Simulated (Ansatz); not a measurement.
Task: a ladder of methods at one geometry of CH3Cl2ISi, SMILES ClC[SiH](Cl)I, with Ansatz's Python interface. Give the script and its output. Use (for the species named): LDA, def2-SVP basis, multiplicity 1. The script varies functional: lda, r2scan0, revpbe, hse06, pbe, lc_wpbe.

```xyz
8

Cl    1.4752    0.5598    1.6999
C     0.7815   -0.4701    0.4189
Si   -0.7923    0.2319   -0.3029
Cl   -1.5469   -1.1566   -1.5282
I    -0.2942    2.2293   -1.6416
H     0.6106   -1.4253    0.8846
H     1.5960   -0.5910   -0.3286
H    -1.7377    0.5648    0.7422
```

`methods.py`
```python
"""CH3Cl2ISi at several levels of theory."""

from pathlib import Path
import logging
import sys

import ansatz as az
import numpy as np

logging.basicConfig(stream=sys.stdout, format="%(name)s: %(message)s")
logger = logging.getLogger("ansatz_job")
logger.setLevel(logging.INFO)

molecule = (
    az.Crystal.molecule()
    .atom("Cl", (1.4752, 0.5598, 1.6999))
    .atom("C", (0.7815, -0.4701, 0.4189))
    .atom("Si", (-0.7923, 0.2319, -0.3029))
    .atom("Cl", (-1.5469, -1.1566, -1.5282))
    .atom("I", (-0.2942, 2.2293, -1.6416))
    .atom("H", (0.6106, -1.4253, 0.8846))
    .atom("H", (1.596, -0.591, -0.3286))
    .atom("H", (-1.7377, 0.5648, 0.7422))
)

calc = molecule.calculation().basis(gaussian="def2-SVP")

logger.info("functional    E (Ha)        dipole (D)   HOMO (eV)  LUMO (eV)")
for name in ["lda", "r2scan0", "revpbe", "hse06", "pbe", "lc_wpbe"]:
    r = calc.functional(name).forces().orbitals().run(threads=1, backend="cpu", runs_dir="runs").report
    lines = Path(r["orbitals_path"]).read_text().splitlines()
    field_of = lambda key: [line.split("=")[1].strip() for line in lines if line.startswith(key)]
    orbitals = [(27.211386 * float(e), s, float(n)) for e, s, n in zip(field_of("Ene="), field_of("Spin="), field_of("Occup="))]
    homo = max(e for e, _, n in orbitals if n > 0.5)
    lumo = min(e for e, _, n in orbitals if n < 0.5)
    dipole = 4.803205 * np.linalg.norm(r["charge_distribution"]["dipole_moment_e_ang"])
    logger.info(f"{name:10s} {r['free_energy_ev'] / 27.211386246:14.6f} {dipole:9.3f} {homo:11.3f} {lumo:10.3f}")
```

```console
$ python methods.py
ansatz_job: functional    E (Ha)        dipole (D)   HOMO (eV)  LUMO (eV)
ansatz_job: lda          -1542.249840     1.457      -6.676     -1.699
ansatz_job: r2scan0      -1547.156979     1.492      -8.036     -0.581
ansatz_job: revpbe       -1546.974218     1.369      -6.539     -1.415
ansatz_job: hse06        -1546.700322     1.434      -7.405     -1.059
ansatz_job: pbe          -1546.583743     1.380      -6.569     -1.491
ansatz_job: lc_wpbe      -1546.847310     1.482     -10.434      1.508
```

Total energies depend on the basis set; only differences at equal settings carry meaning. The geometry is a force-field or estimated start, not a minimum of this method, and the basis set is short of its limit. A lower total doesn't mark the better method: functionals have no common bound, and MP2 and coupled cluster aren't variational. def2 sets replace the cores of elements past krypton by effective core potentials. Levels such as HOMO and LUMO are orbital energies: with these approximate functionals they aren't the ionisation energy and electron affinity, and their gap isn't the fundamental gap. hse06 follows the composition of plane-wave codes, whose totals differ by tens of mHa, up to about 0.1 Ha, from the form usual in Gaussian-basis programs (wpbeh). Run time: 42 s on 1 thread of Arm Neoverse V1 (shared host), peak memory 0.37 GiB.
